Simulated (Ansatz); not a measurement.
C3H4BrF, SMILES C=C(Br)CF: vertical spin-state energies, run with the Python package of Ansatz (0.2.0).

`run_spin.py`
```python
# -*- coding: utf-8 -*-
'''Gap between spin states of C3H4BrF at one geometry.'''

from dataclasses import dataclass
import warnings

import ansatz as az
from ase import Atoms


@dataclass
class Options:
    basis_set: str = 'def2-SVP'
    xc: str = 'HF'


opts = Options()


def main():
    warnings.simplefilter('ignore', az.DeckWarning)

    atoms = Atoms(['C', 'C', 'Br', 'C', 'F', 'H', 'H', 'H', 'H'], positions=[
        (0.5809, 0.7645, -0.998),
        (0.4724, -0.1518, -0.0751),
        (1.9328, -1.2165, 0.2927),
        (-0.6683, -0.4517, 0.7406),
        (-1.7882, 0.342, 0.4021),
        (-0.3343, 1.4431, -1.2286),
        (1.4624, 1.0049, -1.5754),
        (-1.0305, -1.4766, 0.5715),
        (-0.5387, -0.3042, 1.8531),
    ])
    mol = az.Crystal.molecule_from_ase(atoms)

    job = (
        mol.calculation()
        .basis(gaussian=opts.basis_set)
        .functional(opts.xc)  # level of theory
    )
    found = {}
    for unpaired in [0, 2]:
        data = job.spin('collinear', total=unpaired).run(threads=1).report
        s = unpaired / 2
        found[unpaired] = data['free_energy_ev']
        print(f'2S+1 = {unpaired + 1}: E = {found[unpaired]:.5f} eV, <S^2> = {abs(data["mean_field"]["state"]["spin_squared"]):.3f} (pure state {s * (s + 1):.2f})')
    lowest = min(found, key=found.get)
    for unpaired, e in found.items():
        print(f'multiplicity {unpaired + 1}: {96.485332 * (e - found[lowest]):.1f} kJ/mol above the lowest')


if __name__ == '__main__':
    main()
```

Which spin state is lowest at this geometry, and how far above lie the others?

In order: multiplicity 1 (+0.00 eV) and multiplicity 3 (+3.56 eV), all at the one geometry.

The output:

```console
$ python run_spin.py
2S+1 = 1: E = -75845.15654 eV, <S^2> = 0.000 (pure state 0.00)
2S+1 = 3: E = -75841.59415 eV, <S^2> = 2.027 (pure state 2.00)
multiplicity 1: 0.0 kJ/mol above the lowest
multiplicity 3: 343.7 kJ/mol above the lowest
```

Reading the output:
- Total energies depend on the basis set; only differences at equal settings carry meaning.
- The geometry is a force-field or estimated start, not a minimum of this method, and the basis set is short of its limit. All parts are taken at fixed geometry, without zero-point energy.
- Hartree-Fock leaves correlation out, so it favours high-spin states too much.
- The whole script took 8.2 s on 1 thread of Arm Neoverse V2, with other jobs on the host, peak memory 0.46 GiB.

(A comment or docstring line of the script was reworded after the run, the code is as it ran; lines on the test bed's own set-up are left out of the output.)
